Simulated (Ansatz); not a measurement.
# C2H6SSi: small, medium and large basis sets

An exercise on one series of results from a longer session: the logs are not shown, and one member is left open.

Program: Ansatz 0.2.0, Gaussian basis. Level of theory: one geometry, several basis sets. These are calculated values, not measurements.

Plan: PBE0-D4/def2-SVP; ωB97M-V/def2-SVP; PBE0-D4/def2-QZVPP; ωB97M-V/def2-QZVPP; the functionals' def2-TZVPP values are taken from earlier runs.

### Structure used throughout

The geometry comes from an earlier relaxation with PBE0-D4 in a triple-zeta def2 set; it is a stationary point, not always the lowest conformer.

SMILES `C[Si]SC`, 10 atoms, charge 0, spin multiplicity 1.

Atoms are counted from 1 here; the program's logs count them from 0.

Bond lengths: C1–Si2 1.902 Å, C1–H5 1.095 Å, C1–H6 1.095 Å, C1–H7 1.092 Å, Si2–S3 2.120 Å, S3–C4 1.813 Å, C4–H8 1.089 Å, C4–H9 1.089 Å, C4–H10 1.090 Å. Angles: Si2–C1–H5 111.4°, Si2–C1–H6 111.6°, Si2–C1–H7 110.2°, H5–C1–H6 107.2°, H5–C1–H7 108.1°, H6–C1–H7 108.2°, C1–Si2–S3 101.6°, Si2–S3–C4 111.5°, S3–C4–H8 110.9°, S3–C4–H9 110.8°, S3–C4–H10 107.2°, H8–C4–H9 109.6°, H8–C4–H10 109.1°, H9–C4–H10 109.1°.

Set-up of the first run:

Input file in.yaml:

```yaml
crystal:
  periodic: [false, false, false]
  atoms:
    - {symbol: C, position_ang: [-0.474484, 1.498011, 0.212030]}
    - {symbol: Si, position_ang: [-1.532188, 0.664559, -1.131846]}
    - {symbol: S, position_ang: [-0.684559, -1.277545, -1.197038]}
    - {symbol: C, position_ang: [0.678402, -1.448224, -0.013064]}
    - {symbol: H, position_ang: [-0.563804, 0.975968, 1.170966]}
    - {symbol: H, position_ang: [0.587399, 1.503380, -0.056320]}
    - {symbol: H, position_ang: [-0.795233, 2.531889, 0.356441]}
    - {symbol: H, position_ang: [0.331731, -1.277946, 1.005172]}
    - {symbol: H, position_ang: [1.483683, -0.753090, -0.246358]}
    - {symbol: H, position_ang: [1.052251, -2.468402, -0.096984]}
basis:
  gaussian: {orbitals: def2-SVP}
hamiltonian: {xc: pbe0, dispersion: d4}
output: {orbitals: {seedname: orbitals}}
```

Among the steps run: PBE0-D4 in def2-SVP; ωB97M-V in def2-SVP; PBE0-D4 in def2-QZVPP; ωB97M-V in def2-QZVPP.

One of the session's tables, all rows but one given; the rest of the session is left out.

It belongs to the step «Functionals by basis». 

```
functional       basis  HOMO (eV)  LUMO (eV)
   PBE0-D4    def2-SVP      -6.32      -1.86
   PBE0-D4  def2-TZVPP      -6.35      -1.91
   PBE0-D4  def2-QZVPP      -6.38      -1.94
   ωB97M-V    def2-SVP      -8.37       0.16
   ωB97M-V  def2-TZVPP      -8.43       0.03
   ωB97M-V  def2-QZVPP          ?          ?
```

Q: Estimate the row for ωB97M-V, def2-QZVPP from the others.

**Answer.** HOMO (eV): -8.46; LUMO (eV): -0.05. In the column «HOMO (eV)» it is the lowest.
